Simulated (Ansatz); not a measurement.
# Sn4SeS3: the cost of one run

Method: DFT PBE, scalar-relativistic, plane waves, PAW, in Ansatz 0.2.0.

1 further run of the same task is left out (set aside as unsound or not needed). Runs told in other sessions of the task aren't counted.

## Step 1: The system as given

It takes space group Cm (No. 8, monoclinic). Conventional cell: a = 24.037 Å, b = 4.120 Å, c = 4.339 Å, α = 90.00°, β = 99.65°, γ = 90.00°. Sn (site symmetry m) has 1 S at 2.62 Å and 4 Se at 2.89 to 3.11 Å in its first shell of neighbours. Sn (site symmetry m) is surrounded by 2 S at 2.73 Å and 1 Se at 2.76 Å. Sn (site symmetry m) has 3 S at 2.61 to 2.72 Å in its first shell of neighbours. Sn (site symmetry m) has 3 S at 2.62 to 2.73 Å in its first shell of neighbours. Se (site symmetry m) is surrounded by 5 Sn at 2.76 to 3.11 Å. Around S (site symmetry m) lie 3 Sn at 2.62 to 2.73 Å. S (site symmetry m) is surrounded by 3 Sn at 2.62 to 2.72 Å. S (site symmetry m) is surrounded by 3 Sn at 2.61 to 2.73 Å.

Coordinates:

```cif
data_structure
_symmetry_space_group_name_H-M 'P 1'
_symmetry_Int_Tables_number 1
_cell_length_a 12.1936
_cell_length_b 12.1936
_cell_length_c 4.3391
_cell_angle_alpha 99.509
_cell_angle_beta 99.509
_cell_angle_gamma 19.451
_cell_volume 211.80
loop_
_atom_site_label
_atom_site_type_symbol
_atom_site_fract_x
_atom_site_fract_y
_atom_site_fract_z
_atom_site_occupancy
Sn1 Sn 0.94255 0.94255 0.82411 1
Sn2 Sn 0.56661 0.56661 0.38474 1
Sn3 Sn 0.68998 0.68998 0.01045 1
Sn4 Sn 0.31186 0.31186 0.62480 1
Se1 Se 0.45125 0.45125 0.36665 1
S1 S 0.05288 0.05288 0.96650 1
S2 S 0.20260 0.20260 0.61762 1
S3 S 0.79892 0.79892 0.20514 1
```

The cell was relaxed beforehand at this level, from a generated guess; it is a trial structure. At a tolerance of 0.02 Å it has space group Cm (No. 8); it has 26.48 Å³/atom, an uncorrected energy of -0.44 eV/atom over the elements.

## Step 2: Electronic structure at the relaxed geometry

input.yaml reads:

```yaml
crystal:
  lattice:
    - [12.0183825, -2.0598939, 0.0]
    - [12.0183825, 2.0598939, 0.0]
    - [-0.7272521, 0.0, 4.2777435]
  atoms:
    - { symbol: Sn, position: [0.94255, 0.94255, 0.824107] }
    - { symbol: Sn, position: [0.566614, 0.566614, 0.384741] }
    - { symbol: Sn, position: [0.689982, 0.689982, 0.01045] }
    - { symbol: Sn, position: [0.311856, 0.311856, 0.624798] }
    - { symbol: Se, position: [0.451253, 0.451253, 0.366651] }
    - { symbol: S, position: [0.052884, 0.052884, 0.966498] }
    - { symbol: S, position: [0.202603, 0.202603, 0.617618] }
    - { symbol: S, position: [0.798922, 0.798922, 0.205136] }
basis:
  ecutwfc: 420
kpoints:
  mp_grid: { grid: [8, 8, 6] }
  band_path:
    path:
      - [[0.0, 0.0, 0.0], [-0.25755635, 0.25755635, 0.0]]
      - [[0.25755635, 0.74244365, 0.0], [0.5, 0.5, 0.0], [0.0, 0.0, 0.0], [0.5, 0.5, -0.5], [0.25054068, 0.74945932, -0.5]]
      - [[-0.25054068, 0.25054068, -0.5], [0.0, 0.0, -0.5], [0.0, 0.0, 0.0]]
      - [[0.0, 0.5, -0.5], [0.0, 0.0, 0.0], [0.0, 0.5, 0.0]]
    npoints: 14
hamiltonian:
  xc: pbe
scf:
  occupations: { method: gaussian, width: 0.02 }
  n_extra_bands: 20
output:
  forces: true
  stress: true
  eigenvalues: true
  populations: true
  dos: { projected: true, de: 0.02, nscf_kmesh: { grid: [12, 12, 9] } }
  bader: true
  write_density: true
  write_potential: true
  elf: true
  volumetric_format: npy
```

Started as:

```
$ ansatz run input.yaml --threads 4 --pin off --max-ram 8192MiB --backend cpu --events-out ev --progress --plain --runs-dir out
```

Q: Estimate wall time and peak memory on 4 threads of Intel Xeon Platinum 8259CL at 2.50GHz (Skylake/Cascade Lake), shared host.

About 3.3 min, with a peak of 2.9 GiB.
